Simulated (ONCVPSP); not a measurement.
# Tm: generating and testing an ONCV potential

Do these settings give a usable potential? It is generated, then checked for transferability, scattering, ghosts and hardness.

Method: ONCVPSP 4.0.1, PBEsol, scalar-relativistic.

### 1 Starting point

Typed settings, in words:

| Item | Value |
| --- | --- |
| element | thulium (Tm, Z = 69) |
| type | optimised norm-conserving Vanderbilt (ONCV) |
| frozen core | [Kr] 4d10 |
| valence charge | 23 |
| reference configuration | 4f13 5s2 5p6 6s2 |
| partial waves | 5s+6s: rc 2.30 bohr, ncon 4, nbas 7, qcut 5 1/bohr, 2 projectors; 5p: rc 2.30 bohr, ncon 5, nbas 9, qcut 5.5 1/bohr, 1 projector; d scattering state at 0.02 Ha: rc 2.35 bohr, ncon 3, nbas 7, qcut 4.6 1/bohr, 3 projectors, debl 0.4 Ha; 4f: rc 0.80 bohr, ncon 3, nbas 8, qcut 22.6 1/bohr, 3 projectors, debl 1.8 Ha |
| local potential | polynomial inside 0.65 bohr (lpopt 5, dvloc0 0 Ha) |
| core correction | not asked for |

An earlier all-electron run gives the scale for the radii.

All-electron outer shells of the reference configuration (PBEsol, scalar-relativistic, ld1.x):

```json
{"shell": "5s", "level (eV)": "-53.42", "outermost node (bohr)": "0.59", "outermost maximum (bohr)": "1.10"}
{"shell": "5p", "level (eV)": "-26.94", "outermost node (bohr)": "0.64", "outermost maximum (bohr)": "1.26"}
{"shell": "6s", "level (eV)": "-3.89", "outermost node (bohr)": "1.49", "outermost maximum (bohr)": "3.33"}
{"shell": "4f", "level (eV)": "-3.14", "outermost node (bohr)": "–", "outermost maximum (bohr)": "0.50"}
{"shell": "6p", "level (eV)": "-1.10", "outermost node (bohr)": "1.84", "outermost maximum (bohr)": "4.67"}
{"shell": "5d", "level (eV)": "-0.80", "outermost node (bohr)": "0.72", "outermost maximum (bohr)": "2.10"}
```

### 2 Generation

Contents of Tm.dat:

```
# ATOM AND REFERENCE CONFIGURATION
# atsym  z   nc   nv     iexc    psfile
  Tm 69.00    9    4  -116133      upf
#
#   n    l    f
    1    0    2.00
    2    0    2.00
    2    1    6.00
    3    0    2.00
    3    1    6.00
    3    2   10.00
    4    0    2.00
    4    1    6.00
    4    2   10.00
    4    3   13.00
    5    0    2.00
    5    1    6.00
    6    0    2.00
#
# PSEUDOPOTENTIAL AND OPTIMIZATION
# lmax
    3
#
#   l,   rc,      ep,       ncon, nbas, qcut
    0    2.30    0.00    4    7    5.00
    1    2.30    0.00    5    9    5.50
    2    2.35    0.02    3    7    4.60
    3    0.80    0.00    3    8   22.60
#
# LOCAL POTENTIAL
# lloc, lpopt,  rc(5),   dvloc0
    4    5    0.65    0.00
#
# VANDERBILT-KLEINMAN-BYLANDER PROJECTORs
# l, nproj, debl
    0    2    0.90
    1    1    0.30
    2    3    0.40
    3    3    1.80
#
# MODEL CORE CHARGE
# icmod, fcfact, rcfact
    0    0.00    0.00
#
# LOG DERIVATIVE ANALYSIS
# epsh1, epsh2, depsh
   -3.00    5.00    0.02
#
# OUTPUT GRID
# rlmax, drl
    6.00    0.01
#
# TEST CONFIGURATIONS
# ncnf
    4
# nvcnf
#   n    l    f
    4
    4    3   13.00
    5    0    2.00
    5    1    6.00
    6    0    1.00
#
    4
    4    3   13.00
    5    0    2.00
    5    1    6.00
    6    0    0.00
#
    4
    4    3   12.00
    5    0    2.00
    5    1    6.00
    6    0    0.00
#
    4
    4    3   14.00
    5    0    2.00
    5    1    6.00
    6    0    0.00
#
```

Launch:

```console
$ oncvpsp.x < Tm.dat > Tm.out
```

Q: Predict the outcome of this session. Wanted: cutoffs for 1 and 0.1 mHa per electron, occupied waves; bound ghosts; GHOST(+) flags; largest phase difference near zero energy, channels read; projector energies reset by the program.

As calculated:

```
                                                quantity                                              value
  cutoffs for 1 and 0.1 mHa per electron, occupied waves                                  205 Ha and 282 Ha
                                            bound ghosts  s at -586.08 eV, p at -308.93 eV, d at -335.10 eV
                                          GHOST(+) flags                                 none at low energy
largest phase difference near zero energy, channels read                                          0.039 rad
                 projector energies reset by the program                          d: 0.050, 0.450, 0.850 Ha
```

What this shows: It has a bound ghost (s, p, d), a state that the atom doesn't have, and that rules the file out. Close by lies the frozen 4p level (-326.0 eV). It counts as very hard, with 205 Ha needed at the looser tolerance. At the looser tolerance the 4f wave is the slowest; 5p needs 8 Ha. Near zero energy the largest phase difference among the channels read is 0.04 rad, in the p channel. These are tests on the free atom; a crystal test is still owed.
